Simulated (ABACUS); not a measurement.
Runs of ABACUS 3.10.1 on NiMoIrPdW. Symmetry: P3m1, No. 156, trigonal system. The conventional cell has a = 4.117 Å, b = 4.117 Å, c = 5.446 Å, α = 90.00°, β = 90.00°, γ = 120.00°. Around Ir (site symmetry 3m) lie 2 W at 2.66 to 2.78 Å and 3 Ni at 2.69 Å and 3 Mo at 2.70 Å and 3 Pd at 2.77 Å. W (site symmetry 3m) has 2 Ir at 2.66 to 2.78 Å and 3 Pd at 2.68 Å and 3 Mo at 2.81 Å and 3 Ni at 2.82 Å as nearest neighbours. Pd (site symmetry 3m) is surrounded by 3 W at 2.68 Å and 2 Mo at 2.72 to 2.73 Å and 3 Ir at 2.77 Å. Around Mo (site symmetry 3m) lie 3 Ni at 2.38 Å and 3 Ir at 2.70 Å and 2 Pd at 2.72 to 2.73 Å. Ni (site symmetry 3m) is surrounded by 3 Mo at 2.38 Å and 3 Ir at 2.69 Å. The cell was built by a generator and needn't be a form met in nature.

| task | level | potentials or basis | cell | k mesh | cutoff (eV) | threshold of the eigensolver | path | points for each segment of the path | symmetry key | optimiser | mesh quality | gap on the mesh (eV) | pressure (GPa) | moment (μB) | relaxed volume (Å³/atom) | largest force (eV/Å) |
| --- | --- | --- | --- | --- | --- | --- | --- | --- | --- | --- | --- | --- | --- | --- | --- | --- |
| relaxation of cell and atoms | LDA | PseudoDojo NC SR 0.4.1 LDA stringent, plane waves | relaxed | 5 × 5 × 3 | 1687 | - | - | - | 1 | ASE BFGSLineSearch | coarse | none | 0.0 | 0.00 | (a) | 0.01 |
| relaxation of cell and atoms | PBEsol | PseudoDojo NC SR 0.5 PBE standard, plane waves | relaxed | 5 × 5 × 3 | 1333 | - | - | - | 1 | cg | coarse | none | 0.0 | 0.00 | 15.46 | - |
| single point | PBEsol | PseudoDojo NC SR 0.5 PBE standard, plane waves | as given | 5 × 5 × 3 | 1333 | - | - | - | 1 | - | coarse | none | -7.7 | 0.00 | - | 0.17 |
| single point | LDA | PseudoDojo NC SR 0.4.1 LDA stringent, plane waves | as given | 5 × 5 × 3 | 1687 | - | - | - | 1 | - | coarse | none | (b) | 0.00 | - | 0.19 |

Alike in all rows: spin collinear, ferromagnetic start; smearing fermi-dirac 0.05 eV.

Question: Fill in the values left out.

Answer: (a) 15.13; (b) -12.7.

Caveats: all runs use coarse meshes; this set's palladium file may shift the pressure by some GPa; the potentials were made for another functional, which shifts forces and pressure (some runs); the shape was held while the volume relaxed (some runs).

A k mesh can miss the band edges, and the runs leave out spin-orbit coupling on Ir, Mo, Pd, W.

A gap of «none» marks a metal or a gap under the smearing width.

The runs don't all hold the same shells in valence.

Runs at the PBE level aren't shown here.
